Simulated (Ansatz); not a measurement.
# F4H3HfP: the cost of one run

Method: RKS r2SCAN-D4/def2-SVP, in Ansatz 0.2.0.

1 further run of the same task is left out (it didn't finish).

## (1) Starting point

Bond lengths: Hf1–F2 2.330 Å, Hf1–F3 1.980 Å, Hf1–F4 1.979 Å, Hf1–F5 1.979 Å, Hf1–P6 2.870 Å, P6–H7 1.420 Å, P6–H8 1.420 Å. Angles: F2–Hf1–F3 109.4°, F2–Hf1–F4 109.5°, F2–Hf1–F5 109.5°, F2–Hf1–P6 71.6°, F3–Hf1–F4 109.5°, F3–Hf1–F5 109.5°, F3–Hf1–P6 178.9°, F4–Hf1–F5 109.5°, F4–Hf1–P6 70.0°, F5–Hf1–P6 70.0°, Hf1–P6–H7 109.5°, Hf1–P6–H8 109.5°, H7–P6–H8 109.4°.

As a file:

```xyz
9

Hf    0.0000    0.0000    0.0000
F     0.0000    0.0000    2.3300
F     1.8671    0.0000   -0.6593
F    -0.9326    1.6157   -0.6593
F    -0.9326   -1.6157   -0.6593
P    -2.7236    0.0000    0.9050
H    -3.4900   -0.8853    0.1017
H    -2.7734   -0.4268    2.2584
H    -1.3038    0.0000    2.1547
```

## (2) A restrained relaxation towards end A

Springs on the bonds that form and break draw the guess towards this end; the thresholds are loose.

input.yaml

```yaml
crystal:
  periodic: [false, false, false]
  atoms:
    - { symbol: Hf, position_ang: [0.0, 0.0, 0.0] }
    - { symbol: F, position_ang: [0.0, 0.0, 2.33] }
    - { symbol: F, position_ang: [1.8671, 0.0, -0.6593] }
    - { symbol: F, position_ang: [-0.9326, 1.6157, -0.6593] }
    - { symbol: F, position_ang: [-0.9326, -1.6157, -0.6593] }
    - { symbol: P, position_ang: [-2.7236, 0.0, 0.905] }
    - { symbol: H, position_ang: [-3.49, -0.8853, 0.1017] }
    - { symbol: H, position_ang: [-2.7734, -0.4268, 2.2584] }
    - { symbol: H, position_ang: [-1.3038, 0.0, 2.1547] }
basis:
  gaussian: { orbitals: def2-SVP }
hamiltonian:
  xc: r2scan
  dispersion: d4
relax:
  f_tol: 0.15
  max_steps: 25
  restrain:
    - { distance: [0, 5], at: 3.77, k: 30.0 }
    - { distance: [8, 1], at: 2.12, k: 30.0 }
    - { distance: [0, 1], at: 1.98, k: 30.0 }
    - { distance: [8, 5], at: 1.42, k: 30.0 }
output:
  orbitals: {}
```

On the command line:

```
$ ansatz run input.yaml --threads 4 --pin off --max-ram 5120MiB --backend cpu --events-out ev --progress --plain --runs-dir out
```

What time and memory should one allow on 4 threads of AMD EPYC 7R43 (Zen 3), shared host?

About 58 s, with a peak of 0.23 GiB.
